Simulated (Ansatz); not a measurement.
# MgReP3: the cost of one run

Method: DFT PBE, scalar-relativistic, plane waves, PAW, unless a step names another level, in Ansatz 0.2.0.

9 further runs of the same task are left out: 9 set aside as unsound or not needed.

## 1. Plan

Pauling electronegativities: Mg 1.31, Re 1.90, P 2.19 (spread 0.88). The formula balances with common oxidation states: Re +7, Mg +2, P -3. Tabulated atomic sizes suggest about 18 Å³/atom. 22 candidates were drawn, by swapping species into database cells of other compounds, at random by space group and Wyckoff sites, or by hand, as the table says:

| name | made from | space group no. | Wyckoff sites | atoms (primitive cell) | V (Å³/atom) |
| --- | --- | --- | --- | --- | --- |
| c01 | random | 12 | Mg 2b; Re 2a; P 4h, 2c | 5 | 21.7 |
| c02 | random | 191 | Mg 1b; Re 1a; P 3f | 5 | 21.2 |
| c03 | random | 156 | Mg 1a; Re 1b; P 1b, 1c, 1c | 5 | 19.5 |
| c04 | database cell of HoBRh3 | 221 | Mg 1a; Re 1b; P 3c | 5 | 18.4 |
| c05 | random | 115 | Mg 2f; Re 1d, 1b; P 4i, 2g | 10 | 21.0 |
| c06 | database cell of TlCdF3 | 8 | Mg 2a; Re 2a; P 4b, 2a | 5 | 17.8 |
| c07 | random | 51 | Mg 2e; Re 2a; P 4k, 2c | 10 | 20.2 |
| c08 | random | 63 | Mg 4b; Re 4c; P 8d, 4a | 10 | 21.0 |
| c09 | random | 10 | Mg 1a; Re 1f; P 2k, 1g | 5 | 20.1 |
| c10 | database cell of Sr3PbO | 221 | Mg 1b; Re 1a; P 3c | 5 | 19.8 |
| c11 | random | 166 | Mg 6c; Re 3b, 3a; P 18h | 10 | 21.7 |
| c12 | random | 65 | Mg 2a; Re 2d; P 2b, 4k | 5 | 20.1 |
| c13 | random | 47 | Mg 1b; Re 1c; P 2o, 1e | 5 | 18.6 |
| c14 | database cell of RbNO3 | 160 | Mg 3a; Re 3a; P 9b | 5 | 22.3 |
| c15 | random | 129 | Mg 2a; Re 2b; P 4f, 2c | 10 | 20.0 |
| c16 | random | 139 | Mg 2b, 2a; Re 4c; P 8i, 4d | 10 | 23.0 |
| c17 | database cell of LiSi3Pd | 107 | Mg 2a; Re 2a; P 4b, 2a | 5 | 23.3 |
| c18 | random | 166 | Mg 3b; Re 3a; P 9d | 5 | 20.0 |
| c19 | random | 71 | Mg 2d; Re 2a; P 2b, 4j | 5 | 22.8 |
| c20 | database cell of Ag3SI | 146 | Mg 3a; Re 3a; P 9b | 5 | 16.6 |
| c21 | database cell of TiPbO3 | 99 | Mg 1b; Re 1a; P 2c, 1b | 5 | 16.7 |
| c22 | database cell of LaSiPt3 | 99 | Mg 1b; Re 1a; P 2c, 1a | 5 | 18.6 |

## 2. Screening run of c01

Input file input.yaml:

```yaml
crystal:
  lattice:
    - [3.47951056, -3.86311205, 0.0]
    - [3.47951056, 3.86311205, 0.0]
    - [-2.13023098, 0.0, 4.03103429]
  atoms:
    - { symbol: Mg, position: [0.5, 0.5, 0.0] }
    - { symbol: Re, position: [0.0, 0.0, 0.0] }
    - { symbol: P, position: [0.66689663, 0.33310337, 0.5] }
    - { symbol: P, position: [0.33310337, 0.66689663, 0.5] }
    - { symbol: P, position: [0.0, 0.0, 0.5] }
basis:
  ecutwfc: 420
kpoints:
  mp_grid: { grid: [4, 4, 4] }
hamiltonian:
  xc: pbe
scf:
  occupations: { method: gaussian, width: 0.2 }
  lower_state_search: "off"
output:
  forces: true
  stress: true
  eigenvalues: true
relax:
  adjacent_minimum: "off"
  f_tol: 0.08
  max_steps: 16
  cell: { stress_tol: 0.8 }
```

Run with:

```sh
$ ansatz run input.yaml --threads 1 --pin off --max-ram 2560MiB --backend cpu --events-out ev --progress --plain --runs-dir out
```

What time and memory should one allow on 1 thread of Arm Neoverse V1, shared host?

About 45 s, with a peak of 0.39 GiB.
